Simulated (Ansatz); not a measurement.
# CH9BOSi2: a ladder of functionals and wavefunction methods

One table from this session's results is given with a row withheld; the runs are named, their logs left out.

Program: Ansatz 0.2.0, Gaussian basis. Level of theory: functionals in def2-TZVPP, the program's frozen cores in correlated methods. These are calculated values, not measurements.

The runs, in order: PBE-D4, r2SCAN-D4, PBE0-D4, B3LYP-D4, ωB97X-V, ωB97M-V, B2PLYP; CCSD(T)/def2-TZVPP; MP2/def2-QZVPP; extrapolation to the limit.

**The relaxed structure**

All runs share one geometry, relaxed beforehand with PBE0-D4 in a triple-zeta def2 set.

14 atoms, charge 0, spin multiplicity 1.

Atoms are counted from 1 here; the program's logs count them from 0.

Bond lengths: C1–Si2 1.880 Å, C1–H6 1.093 Å, C1–H7 1.092 Å, C1–H8 1.093 Å, Si2–B3 2.032 Å, Si2–H9 1.497 Å, Si2–H10 1.492 Å, B3–O4 1.351 Å, B3–H11 1.212 Å, O4–Si5 1.660 Å, Si5–H12 1.485 Å, Si5–H13 1.482 Å, Si5–H14 1.482 Å. Angles: Si2–C1–H6 111.0°, Si2–C1–H7 111.1°, Si2–C1–H8 110.6°, H6–C1–H7 108.0°, H6–C1–H8 107.9°, H7–C1–H8 108.1°, C1–Si2–B3 112.1°, C1–Si2–H9 108.8°, C1–Si2–H10 110.0°, B3–Si2–H9 107.2°, B3–Si2–H10 111.7°, H9–Si2–H10 106.8°, Si2–B3–O4 120.5°, Si2–B3–H11 121.4°, O4–B3–H11 118.1°, B3–O4–Si5 132.0°, O4–Si5–H12 110.0°, O4–Si5–H13 107.9° and more.

The first run:

in.yaml

```yaml
crystal:
  periodic: [false, false, false]
  atoms:
    - {symbol: C, position_ang: [-0.954672, 2.071638, 1.658019]}
    - {symbol: Si, position_ang: [0.521134, 1.241161, 0.841131]}
    - {symbol: B, position_ang: [0.025201, -0.539620, -0.001901]}
    - {symbol: O, position_ang: [0.598823, -0.934195, -1.159255]}
    - {symbol: Si, position_ang: [0.440201, -2.317379, -2.063075]}
    - {symbol: H, position_ang: [-1.718373, 2.326062, 0.919339]}
    - {symbol: H, position_ang: [-0.656590, 2.991237, 2.165805]}
    - {symbol: H, position_ang: [-1.409393, 1.407631, 2.396966]}
    - {symbol: H, position_ang: [1.556890, 0.964245, 1.885306]}
    - {symbol: H, position_ang: [1.143701, 2.166452, -0.150313]}
    - {symbol: H, position_ang: [-0.769996, -1.286978, 0.524493]}
    - {symbol: H, position_ang: [-0.533528, -3.235317, -1.418884]}
    - {symbol: H, position_ang: [-0.029923, -1.927115, -3.413150]}
    - {symbol: H, position_ang: [1.773523, -2.957124, -2.155682]}
basis:
  gaussian: {orbitals: def2-TZVPP}
hamiltonian: {xc: pbe, dispersion: d4}
output: {forces: true, orbitals: {seedname: orbitals}}
```

On the command line:

```bash
$ ansatz run in.yaml --threads 4 --pin off --events-out ev --progress --plain --max-ram 10444MiB
```

Among the steps run: PBE-D4 (GGA); r2SCAN-D4 (meta-GGA); PBE0-D4 (hybrid); B3LYP-D4 (hybrid); ωB97X-V (range-separated); ωB97M-V (range-separated); B2PLYP (double hybrid); CCSD(T) in def2-TZVPP; MP2 in def2-QZVPP.

One of the session's tables, all rows but one given; the rest of the session is left out.

```
            method  atomisation energy (eV)
            PBE-D4                   50.909
         r2SCAN-D4                   50.983
           PBE0-D4                   50.542
          B3LYP-D4                   50.944
           ωB97X-V                   51.147
           ωB97M-V                   51.015
            B2PLYP                   50.382
     HF/def2-TZVPP                   39.144
    MP2/def2-TZVPP                   49.991
   CCSD/def2-TZVPP                        ?
CCSD(T)/def2-TZVPP                   49.714
           MP2/CBS                   51.169
       CCSD(T)/CBS                   50.891
```

Q: Estimate the row for CCSD/def2-TZVPP from the others.

**Answer.** atomisation energy (eV): 49.216. In the column «atomisation energy (eV)» it lies between HF/def2-TZVPP (39.144) and CCSD(T)/def2-TZVPP (49.714).
